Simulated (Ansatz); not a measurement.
**C2H5BO3: how energies converge with the basis set**

The task here is to estimate one member of a computed series from the others.

Program: Ansatz 0.2.0, Gaussian basis. Level of theory: one geometry, several basis sets. These are calculated values, not measurements.

Levels to be run: PBE0-D4/def2-SVP; ωB97M-V/def2-SVP; PBE0-D4/def2-QZVPP; ωB97M-V/def2-QZVPP; the functionals' def2-TZVPP values are taken from earlier runs.

## The relaxed structure

An earlier PBE0-D4 in a triple-zeta def2 set relaxation fixed the geometry.

SMILES `C=C(O)B(O)O`, 11 atoms, charge 0, spin multiplicity 1.

Atoms are counted from 1 here; the program's logs count them from 0.

Bond lengths: C1–C2 1.331 Å, C1–H7 1.087 Å, C1–H8 1.081 Å, C2–O3 1.371 Å, C2–B4 1.571 Å, O3–H9 0.962 Å, B4–O5 1.361 Å, B4–O6 1.358 Å, O5–H10 0.962 Å, O6–H11 0.961 Å. Angles: C2–C1–H7 122.8°, C2–C1–H8 119.3°, H7–C1–H8 117.9°, C1–C2–O3 123.9°, C1–C2–B4 124.4°, O3–C2–B4 111.6°, C2–O3–H9 109.9°, C2–B4–O5 120.1°, C2–B4–O6 119.6°, O5–B4–O6 120.2°, B4–O5–H10 111.1°, B4–O6–H11 112.0°.

The first run:

in.yaml

```yaml
crystal:
  periodic: [false, false, false]
  atoms:
    - {symbol: C, position_ang: [-0.520452, -1.147325, 1.081071]}
    - {symbol: C, position_ang: [0.181546, -0.175521, 0.502964]}
    - {symbol: O, position_ang: [1.285121, 0.410068, 1.066455]}
    - {symbol: B, position_ang: [-0.147525, 0.442571, -0.903448]}
    - {symbol: O, position_ang: [0.630622, 1.436385, -1.412336]}
    - {symbol: O, position_ang: [-1.212169, -0.020531, -1.607476]}
    - {symbol: H, position_ang: [-0.268658, -1.555547, 2.056342]}
    - {symbol: H, position_ang: [-1.379951, -1.556109, 0.568330]}
    - {symbol: H, position_ang: [1.463884, 0.014067, 1.925283]}
    - {symbol: H, position_ang: [1.344462, 1.661898, -0.807599]}
    - {symbol: H, position_ang: [-1.311583, 0.433043, -2.448886]}
basis:
  gaussian: {orbitals: def2-SVP}
hamiltonian: {xc: pbe0, dispersion: d4}
output: {orbitals: {seedname: orbitals}}
```

Steps of the session up to this table: PBE0-D4 in def2-SVP; ωB97M-V in def2-SVP; PBE0-D4 in def2-QZVPP; ωB97M-V in def2-QZVPP.

One of the session's tables, all rows but one given; the rest of the session is left out.

It belongs to the step «Density functionals: the series». 

```
functional       basis  HOMO (eV)  LUMO (eV)
   PBE0-D4    def2-SVP          ?          ?
   PBE0-D4  def2-TZVPP      -6.94      -0.37
   PBE0-D4  def2-QZVPP      -6.99      -0.46
   ωB97M-V    def2-SVP      -8.98       2.12
   ωB97M-V  def2-TZVPP      -9.19       1.75
   ωB97M-V  def2-QZVPP      -9.23       1.59
```

Q: Estimate the row for PBE0-D4, def2-SVP from the others.

**Answer.** HOMO (eV): -6.75; LUMO (eV): -0.08. In the column «HOMO (eV)» it is the highest.
